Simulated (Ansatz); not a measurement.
I need a formation energy from the elements of TcMo and its elements. Use Ansatz 0.2.0 through its Python package. Level of theory (first run): LDA, PAW, cutoff 463 eV, 10×10×6 k-points, Fermi-Dirac smearing of 0.1 eV.

`run_formation.py`
```python
"""Heat of formation of TcMo at zero temperature, after relaxing cells and atoms."""

from collections import Counter
import csv

import ansatz as az
import numpy as np

PHASES = {
    "TcMo": (
        [(1.549051, -2.240362, 0.0), (1.549051, 2.240362, 0.0), (0.0, 0.0, 4.422491)],
        [
            ("Tc", (0.5, 0.5, 0.5)),
            ("Mo", (0.0, 0.0, 0.0)),
        ],
    ),
    "Tc": (
        [(2.74, 0.0, 0.0), (-1.37, 2.37290961, 0.0), (0.0, 0.0, 4.398)],
        [
            ("Tc", (1 / 3, 2 / 3, 0.25)),
            ("Tc", (2 / 3, 1 / 3, 0.75)),
        ],
    ),
    "Mo": (
        [(-1.573415, 1.573415, 1.573415), (1.573415, -1.573415, 1.573415), (1.573415, 1.573415, -1.573415)],
        [
            ("Mo", (0.0, 0.0, 0.0)),
        ],
    ),
}


def build(vectors, sites):
    crystal = az.Crystal(lattice=az.Lattice.of(vectors))
    for symbol, position in sites:
        crystal = crystal.atom(symbol, position)
    return crystal


def solve(name, crystal):
    calc = (
        crystal.calculation()
        .functional("lda")
        .basis(17 * az.Ha)
        .accuracy("low")
        .scf(extra_bands=4)
        .kpoints(spacing=0.26)
        .occupations("fermi_dirac", width=0.1)
        .stress()
    )
    calc = calc.relax(force_tolerance=0.01, cell=True)
    return calc.run(threads=1, backend="cpu")


def counts(outcome):
    return Counter(site.symbol for site in outcome.lattice.sites)

def formation_energy(outcome, mu):
    n = counts(outcome)
    return (outcome.report["energy_sigma0_ev"] - sum(k * mu[element] for element, k in n.items())) / sum(n.values())


def volume_per_atom(outcome):
    return abs(np.linalg.det(outcome.lattice.cell_ang)) / len(outcome.lattice.sites)


def main() -> None:
    phases = {name: build(*cell) for name, cell in PHASES.items()}

    done = {name: solve(name, crystal) for name, crystal in phases.items()}

    # chemical potentials of the elements at zero temperature
    references = {"Tc": "Tc", "Mo": "Mo"}
    mu = {element: done[name].report["energy_sigma0_ev"] / len(done[name].lattice.sites) for element, name in references.items()}

    target = done["TcMo"]
    heat = formation_energy(target, mu)
    rows = [(name, len(o.lattice.sites), volume_per_atom(o), formation_energy(o, mu)) for name, o in done.items()]
    with open("formation.csv", "w", newline="") as handle:
        writer = csv.writer(handle)
        writer.writerow(["phase", "atoms", "V (A^3/atom)", "E_form (eV/atom)"])
        writer.writerows([round(v, 4) if isinstance(v, float) else v for v in row] for row in rows)
    print(open("formation.csv").read())


if __name__ == "__main__":
    main()
```

Output of `python run_formation.py`:
```text
DeckWarning: basis.ecutwfc = 462.593566181796 eV is below the records' recommended 500 eV, and the density's cutoff is lower with it unless basis.ecutrho_ratio is high enough to keep the records' density cutoff: compare with a run at a higher cutoff
phase,atoms,V (A^3/atom),E_form (eV/atom)
TcMo,2,14.4888,0.1132
Tc,2,13.7739,0.0
Mo,1,15.0651,0.0
```
(Warnings from the package without file and line.)

What to keep in mind:
- The settings weren't tested for convergence.
- The cutoff lies under the one recommended for these potentials in some of the runs.
- No spin polarisation was allowed.
- For the metals among these phases the mesh is modest: differences between phases can be off by up to 40 meV an atom.
- The cells come from databases of deposited and of computed structures, and not all need be stable phases.
- The compound is the structure given, not necessarily its lowest; energies are at zero temperature, with no correction for gases. A semilocal functional's error on such energies is often 0.05 to 0.1 eV an atom, and 0.1 to 0.3 eV against gases such as O2 or F2.
- It ran for 62 s on 1 thread of Arm Neoverse V1, with other jobs on the host, peak memory 0.43 GiB.
